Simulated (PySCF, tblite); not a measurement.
# GeH₆N₂P radical: geometry, infrared bands and EPR parameters

What infrared bands and EPR parameters should GeH₆N₂P radical (`[NH][Ge@@H]([NH2])[PH2]`) show?

Computed with tblite 0.8.0 and PySCF 2.14.0, with density-fitted response routines of our own, on a single molecule in the gas phase. Atoms count from 0, in the outputs and in this text.

### Step 1. Starting geometry

10 atoms, charge 0, multiplicity 2; geometry from: force field or distance geometry start.

Bonds of the start (Å): N0–Ge1 1.86, Ge1–N2 1.88, Ge1–P3 2.28, N0–H4 1.05, Ge1–H5 1.54, N2–H6 1.03, N2–H7 1.04, P3–H8 1.44, P3–H9 1.45.

### Step 2. Optimising the geometry with GFN2-xTB

The job: settings as JSON, then the geometry in Å.

```
{"job": {"kind": "relax", "xc": "GFN2-xTB", "basis": "xTB"}, "charge": 0, "multiplicity": 2}
N      0.336200     1.952500     0.813500
Ge     0.150800     0.419700    -0.231300
N      1.836800    -0.384700    -0.431600
P     -1.257800    -1.040600     0.810500
H     -0.631600     2.358300     0.917700
H     -0.425600     0.787100    -1.613800
H      2.148400    -0.663900     0.513400
H      1.680000    -1.255700    -0.972900
H     -2.437100    -0.267400     0.518200
H     -1.391200    -1.900600    -0.346300
```

Started as:

```sh
$ OMP_NUM_THREADS=1 python probes_run.py task.json out
```

This one command runs all jobs of the session in turn.

What it wrote:

```text
step      E/eV     max force
  0    -360.63877    2.425
  1    -360.84145    1.599
  2    -360.97333    0.676
  3    -360.99187    0.381
  4    -361.02288    0.491
  5    -361.03595    0.555
  6    -361.06264    0.480
  7    -361.07798    0.373
  8    -361.08960    0.302
  9    -361.09757    0.234
 10    -361.10430    0.229
 11    -361.11076    0.246
 12    -361.11777    0.272
 13    -361.12291    0.191
 14    -361.12550    0.119
 15    -361.12688    0.092
 16    -361.12801    0.123
 17    -361.12952    0.149
 18    -361.13124    0.133
 19    -361.13263    0.158
 20    -361.13363    0.092
 21    -361.13453    0.074
 22    -361.13528    0.109
 23    -361.13713    0.146
 24    -361.13896    0.153
 25    -361.14079    0.109
 26    -361.14255    0.107
 27    -361.14435    0.101
 28    -361.14600    0.134
 29    -361.14752    0.145
 30    -361.14908    0.111
 31    -361.15036    0.107
 32    -361.15104    0.092
 33    -361.15161    0.087
 34    -361.15237    0.092
 35    -361.15329    0.102
 36    -361.15424    0.137
 37    -361.15525    0.101
 38    -361.15628    0.076
 39    -361.15724    0.085
 40    -361.15795    0.072
 41    -361.15852    0.140
 42    -361.15882    0.109
 43    -361.15973    0.062
 44    -361.16065    0.079
 45    -361.16147    0.058
 46    -361.16172    0.034
 47    -361.16186    0.040
 48    -361.16205    0.046
 49    -361.16233    0.046
 50    -361.16257    0.041
 51    -361.16269    0.021
 52    -361.16273    0.020
 53    -361.16276    0.018
 54    -361.16281    0.024
 55    -361.16290    0.028
 56    -361.16303    0.038
 57    -361.16314    0.036
 58    -361.16321    0.029
 59    -361.16324    0.014
 60    -361.16326    0.012
 61    -361.16327    0.016
 62    -361.16331    0.017
 63    -361.16335    0.017
 64    -361.16340    0.017
 65    -361.16343    0.013
 66    -361.16346    0.021
 67    -361.16350    0.026
 68    -361.16357    0.031
 69    -361.16368    0.045
 70    -361.16381    0.043
 71    -361.16391    0.026
 72    -361.16397    0.022
 73    -361.16403    0.025
 74    -361.16414    0.037
 75    -361.16438    0.070
 76    -361.16473    0.101
 77    -361.16508    0.071
 78    -361.16517    0.130
 79    -361.16552    0.033
 80    -361.16566    0.032
 81    -361.16594    0.084
 82    -361.16621    0.069
 83    -361.16702    0.131
 84    -361.16833    0.074
 85    -361.15701    0.676
 86    -361.16879    0.038
 87    -361.16907    0.073
 88    -361.16952    0.075
 89    -361.16508    0.476
 90    -361.17002    0.049
 91    -361.17038    0.056
 92    -361.16330    0.602
 93    -361.17118    0.061
 94    -361.17186    0.065
 95    -361.16823    0.591
 96    -361.17346    0.082
 97    -361.17460    0.114
 98    -361.16968    0.663
 99    -361.17675    0.139
100    -361.17808    0.161
101    -361.17627    0.624
102    -361.18182    0.164
103    -361.18362    0.175
104    -361.18494    0.513
105    -361.18939    0.141
106    -361.19150    0.118
107    -361.19292    0.436
108    -361.19670    0.096
109    -361.19847    0.077
110    -361.19510    0.429
111    -361.20070    0.073
112    -361.20154    0.057
113    -361.20166    0.171
114    -361.20260    0.069
115    -361.20283    0.097
116    -361.20337    0.076
117    -361.20429    0.067
118    -361.20530    0.079
119    -361.20721    0.106
120    -361.20906    0.173
121    -361.20197    0.516
122    -361.21045    0.210
123    -361.21004    0.333
124    -361.21246    0.115
125    -361.21352    0.114
126    -361.21459    0.131
127    -361.21589    0.103
128    -361.21779    0.165
129    -361.22016    0.197
130    -361.22287    0.263
131    -361.22580    0.224
132    -361.22823    0.211
133    -361.22991    0.093
134    -361.23176    0.074
135    -361.23314    0.129
136    -361.23376    0.100
137    -361.23473    0.105
138    -361.23545    0.082
139    -361.23626    0.084
140    -361.23732    0.088
141    -361.23790    0.136
142    -361.23898    0.101
143    -361.23953    0.076
144    -361.24021    0.067
145    -361.24068    0.060
146    -361.24095    0.028
147    -361.24110    0.029
148    -361.24118    0.021
149    -361.24125    0.015
150    -361.24129    0.017
151    -361.24132    0.016
152    -361.24134    0.013
153    -361.24136    0.013
154    -361.24137    0.011
155    -361.24140    0.021
156    -361.24144    0.028
157    -361.24148    0.024
158    -361.24151    0.012
159    -361.24152    0.010
```

It took 0.61 s on 1 thread of Arm Neoverse V2, shared host.

Along the way: (not every step is listed) (the energy doesn't fall at every step)

| step | energy from step 0 (eV) | largest force (eV/Å) |
| --- | --- | --- |
| 0 | 0.0000 | 2.4253 |
| 1 | -0.2027 | 1.5986 |
| 2 | -0.3346 | 0.6755 |
| 3 | -0.3531 | 0.3810 |
| 4 | -0.3841 | 0.4914 |
| 5 | -0.3972 | 0.5551 |
| 6 | -0.4239 | 0.4796 |
| 7 | -0.4392 | 0.3726 |
| 8 | -0.4508 | 0.3018 |
| 22 | -0.4965 | 0.1094 |
| 36 | -0.5155 | 0.1368 |
| 50 | -0.5238 | 0.0406 |
| 64 | -0.5246 | 0.0171 |
| 78 | -0.5264 | 0.1302 |
| 92 | -0.5245 | 0.6016 |
| 106 | -0.5527 | 0.1180 |
| 120 | -0.5703 | 0.1726 |
| 134 | -0.5930 | 0.0744 |
| 148 | -0.6024 | 0.0214 |
| 154 | -0.6026 | 0.0114 |
| 155 | -0.6026 | 0.0215 |
| 156 | -0.6027 | 0.0276 |
| 157 | -0.6027 | 0.0236 |
| 158 | -0.6027 | 0.0117 |
| 159 | -0.6027 | 0.0098 |

Close pairs (by a distance rule), those that changed most:

| bond | before (Å) | after (Å) | change (Å) |
| --- | --- | --- | --- |
| N0–Ge1 | 1.864 | 1.733 | -0.131 |
| Ge1–P3 | 2.281 | 2.408 | +0.127 |
| Ge1–N2 | 1.879 | 1.811 | -0.068 |
| P3–H9 | 1.448 | 1.386 | -0.062 |
| P3–H8 | 1.440 | 1.386 | -0.054 |
| N0–H4 | 1.055 | 1.011 | -0.044 |
| N2–H7 | 1.037 | 1.009 | -0.029 |
| N2–H6 | 1.033 | 1.009 | -0.024 |

The next job starts from the end point, and lists it.

### Step 3. Harmonic vibrations with GFN2-xTB

The job: settings as JSON, then the geometry in Å.

```
{"job": {"kind": "ir", "xc": "GFN2-xTB", "basis": "xTB"}, "charge": 0, "multiplicity": 2}
N     -0.164701     1.591537     0.688101
Ge     0.185446     0.396739    -0.518032
N      1.798195    -0.360020    -0.194986
P     -1.425518    -1.313052     0.010207
H     -0.781338     2.357420     0.453894
H      0.097952     0.503046    -2.036142
H      2.166233    -0.230757     0.735628
H      1.961024    -1.309731    -0.493510
H     -1.299055    -1.153478     1.380896
H     -2.529355    -0.477049    -0.048584
```

What it wrote:

```text
mode    cm-1     km/mol
  1      94.8      6.44
  2     104.5      6.98
  3     139.9     15.60
  4     195.2     16.77
  5     222.8     27.72
  6     262.5     15.03
  7     381.6     34.04
  8     488.0    220.05
  9     508.9     74.10
 10     578.3     23.97
 11     592.4     85.47
 12     625.8     29.73
 13     658.1     64.00
 14     740.7     30.61
 15     767.3     81.98
 16     841.1    106.18
 17    1119.1      9.30
 18    1473.8     17.57
 19    1768.1    386.50
 20    2306.1     83.81
 21    2369.2    113.06
 22    3406.4      5.06
 23    3438.7      7.24
 24    3473.2      0.45
```

Run time: 0.17 s. Hardware: 1 thread of Arm Neoverse V2, shared host.

The strongest bands and the atoms that carry them (share of the mass-weighted mode):

| cm⁻¹ | km/mol | atoms |
| --- | --- | --- |
| 488 | 220.1 | H5 34 %, N2 18 %, H6 15 %, H7 12 % |
| 509 | 74.1 | H5 28 %, H8 24 %, H6 20 %, H7 11 % |
| 592 | 85.5 | H5 52 %, N2 20 %, H6 12 % |
| 767 | 82.0 | H6 34 %, H7 25 %, H5 16 %, N2 12 % |
| 841 | 106.2 | H4 79 %, N0 11 % |
| 1768 | 386.5 | H5 98 % |
| 2306 | 83.8 | H9 54 %, H8 43 % |
| 2369 | 113.1 | H8 53 %, H9 43 % |

### Step 4. EPR parameters: B3LYP/def2-TZVP-core+pcH-1

Same as in step 3 but for these lines:

```diff
@@ -1,2 +1,2 @@
-{"job": {"kind": "ir", "xc": "GFN2-xTB", "basis": "xTB"}, "charge": 0, "multiplicity": 2}
+{"job": {"kind": "epr", "basis": "pcH-1"}, "charge": 0, "multiplicity": 2}
 N     -0.164701     1.591537     0.688101
```

With the program's defaults for keys left out, this is: UKS B3LYP, def2-TZVP-core on Ge, pcH-1 on H N P, non-relativistic, mean-field spin-orbit, GIAO.

What it wrote:

```text
UKS, coarse grid
  cycle   1  E = -2531.30405875  |g| = 1.41e+00
  cycle   2  E = -2530.52394213  |g| = 1.53e+00
  cycle   3  E = -2531.04635429  |g| = 9.29e-01
  cycle   4  E = -2531.46012890  |g| = 3.16e-01
  cycle   5  E = -2531.49453626  |g| = 1.20e-01
  cycle   6  E = -2531.50089384  |g| = 5.46e-02
  cycle   7  E = -2531.50201173  |g| = 2.43e-02
  cycle   8  E = -2531.50242244  |g| = 6.37e-03
  cycle   9  E = -2531.50245537  |g| = 2.42e-03
  cycle  10  E = -2531.50246213  |g| = 6.78e-04
UKS, final grid
  cycle   1  E = -2531.50249802  |g| = 7.75e-04
  cycle   2  E = -2531.50249717  |g| = 1.58e-03
  cycle   3  E = -2531.50249836  |g| = 1.56e-04
  cycle   4  E = -2531.50249838  |g| = 9.33e-05
  cycle   5  E = -2531.50249839  |g| = 3.95e-05
  cycle   6  E = -2531.50249839  |g| = 1.50e-05
E = -2531.50249839 Eh   <S^2> = 0.7597 (exact 0.7500)
g shifts (ppm)      1          2          3
  rmc          -215       -215       -215
  gc              6         42         40
  oz_so        -241       2018       5365
  total        -450       1846       5191
hyperfine (MHz)  atom isotope    a_iso     a_fc   dipolar eigenvalues
    0   14N      24.95      24.86    -36.86    -35.69     72.55
    1  73Ge      28.88      29.37     -1.72     -1.44      3.16
    2   14N       0.83       0.85     -0.97     -0.41      1.38
    3   31P     -25.32     -24.44   -105.65    -97.81    203.46
    4    1H     -47.31     -47.46    -45.01     -8.16     53.17
    5    1H      20.68      20.69     -2.47     -1.53      4.00
    6    1H      -0.77      -0.76     -2.73     -1.48      4.21
    7    1H      -1.00      -1.00     -1.87     -0.61      2.48
    8    1H      -2.76      -2.79     -6.73      1.59      5.14
    9    1H      -4.50      -4.53     -6.36      1.17      5.19
```

Run time: 99 s. Hardware: 1 thread of Arm Neoverse V2, shared host; peak memory 0.88 GiB.

Principal g values 2.00187, 2.00416, 2.00751; g(iso) = 2.00451, against 2.00232 for a free electron.

Hyperfine couplings; where a row names several nuclei, a(iso) is their mean (it holds for fast rotation or exchange) and the dipolar term the largest among them:

| nuclei | isotope | a(iso) (MHz) | a(iso) (G, at g = 2.0023) | largest dipolar term (MHz) |
| --- | --- | --- | --- | --- |
| H4 | 1H | -47.3 | -16.9 | 53.2 |
| Ge1 | 73Ge | 28.9 | 10.3 | 3.2 |
| P3 | 31P | -25.3 | -9.0 | 203.5 |
| N0 | 14N | 24.9 | 8.9 | 72.6 |
| H5 | 1H | 20.7 | 7.4 | 4.0 |
| H8, H9 | 1H | -3.6 | -1.3 | -6.7 |
| H6, H7 | 1H | -0.9 | -0.3 | 4.2 |
| N2 | 14N | 0.8 | 0.3 | 1.4 |

Mulliken spin populations:

| atom | value (e) |
| --- | --- |
| N0 | 0.82 |
| Ge1 | -0.07 |
| N2 | 0.01 |
| P3 | 0.27 |
| H4 | -0.03 |
| H5 | 0.01 |
| H6 | 0.00 |
| H7 | 0.00 |
| H8 | 0.00 |
| H9 | 0.00 |

In first order the couplings over 0.8 MHz of 1H, 31P, 14N give 648 distinct lines over 54.9 G, if the averaged nuclei exchange fast; the same motion can average rows kept apart here too.

Orbitals, density, ELF and potential are computed afterwards from the orbital file.

ELF in a plane through or near 4 of the atoms.

Ten even steps from '0' (0.00) to '9' (1.00):
```
0000000000000001110000000000
0000000000000000110000000000
0000000000000012444200000000
0000000000000257888641000000
0000000000002589999862000000
0000001320002699999862100000
0000048996001587241765310000
0000068998200386372899952000
0000037997532378647999995000
0000146876741125766999984000
0000278998617351321257720000
0000268887316741320000000000
0000024652112234320000000000
0000000100013444321000000000
0000000000001222564100000000
0000000000000001454000000000
0000000000000000000000000000
0000000000000000000000000000
0000000000000000000000000000
0000000000000000000000000000
```
The map spans 10.1 Å across and 9.7 Å up, centred on the molecule. Atoms in the plane (x, y in Å): Ge1 (-0.2, -0.4), P3 (1.3, 1.5), H7 (-2.1, 1.1), H9 (2.4, 0.7).

On the surface of density 0.002 e/bohr³ the electrostatic potential runs, from the 1st to the 99th percentile, from -1.50 V near N0 to 1.55 V near H4.

The spin density lies nearest to N0 63 %; P3 20 %; H4 6 %.

### Step 5. Outcome

| quantity | value |
| --- | --- |
| strongest single infrared mode (GFN2-xTB) | 1768 cm⁻¹, 386 km/mol |
| zero-point energy (GFN2-xTB) | 38.0 kcal/mol |
| g(iso) (B3LYP) | 2.00451 |
| ⟨S²⟩ | 0.760 (exact 0.75) |
| largest a(iso) (averaged by class) | 1H on H4, -47.3 MHz |
| potential on the surface of density 0.002 e/bohr³, 1st and 99th percentile | -1.50 V and 1.55 V |

**Reading.** Over 159 steps the energy fell by 0.603 eV; of the close pairs, N0–Ge1 changed most, 1.864 to 1.733 Å. No mode is imaginary among the 24: a minimum at this level. The strongest single mode, at 1768 cm⁻¹, moves mainly H5. GFN2-xTB is a fitted tight-binding method: band positions and strengths are rough. Its intensities can rank the bands wrongly. The largest share of the spin, 0.82 e, sits on N0. The isotropic g lies 2.2 ppt above the free-electron value. The hyperfine terms hold no scalar relativity, which the heavier nuclei need. The conformer search found further structures of the same energy, which may be mirror or relabelled copies of this one.
